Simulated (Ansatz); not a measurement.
# CH3FSi2: the cost of one run

Program: Ansatz 0.2.0. Level of theory: RKS PBE0-D4/6-31G. These are calculated values, not measurements.

### Step 1. The starting structure

Bond lengths: F1–C2 1.386 Å, C2–Si3 1.771 Å, Si3–Si4 2.221 Å, C2–H5 1.084 Å, Si4–H6 1.491 Å, Si4–H7 1.491 Å. Angles: F1–C2–Si3 121.5°, F1–C2–H5 110.0°, Si3–C2–H5 128.5°, C2–Si3–Si4 160.7°, Si3–Si4–H6 104.4°, Si3–Si4–H7 104.4°, H6–Si4–H7 101.1°.

As a file:

```xyz
7

F     0.6488   -2.3606    1.3761
C     1.1732   -1.1482    0.9560
Si    0.1901    0.0272    0.0688
Si   -1.5398    0.9488   -0.9765
H     2.2086   -1.0646    1.2643
H    -1.6677    2.3010   -0.3608
H    -1.0131    1.2962   -2.3279
```

### Step 2. Preparing the start

File input.yaml:

```yaml
crystal:
  periodic: [false, false, false]
  atoms:
    - { symbol: F, position_ang: [0.64878, -2.36062, 1.37609] }
    - { symbol: C, position_ang: [1.17319, -1.14815, 0.95598] }
    - { symbol: Si, position_ang: [0.1901, 0.02724, 0.0688] }
    - { symbol: Si, position_ang: [-1.53983, 0.94882, -0.97647] }
    - { symbol: H, position_ang: [2.20864, -1.06456, 1.2643] }
    - { symbol: H, position_ang: [-1.66773, 2.30103, -0.36078] }
    - { symbol: H, position_ang: [-1.01314, 1.29623, -2.32791] }
basis:
  gaussian: { orbitals: "6-31G" }
hamiltonian:
  xc: pbe0
  dispersion: d4
relax:
  f_tol: 0.02
  max_steps: 40
```

Launch:

```console
$ ansatz run input.yaml --threads 1 --pin off --max-ram 2048MiB --backend cpu --events-out ev --progress --plain --runs-dir out
```

**Question.** How long does this run take on 1 thread of Arm Neoverse V2, shared host, and how much memory does it need?

About 46 s, with a peak of 0.13 GiB.
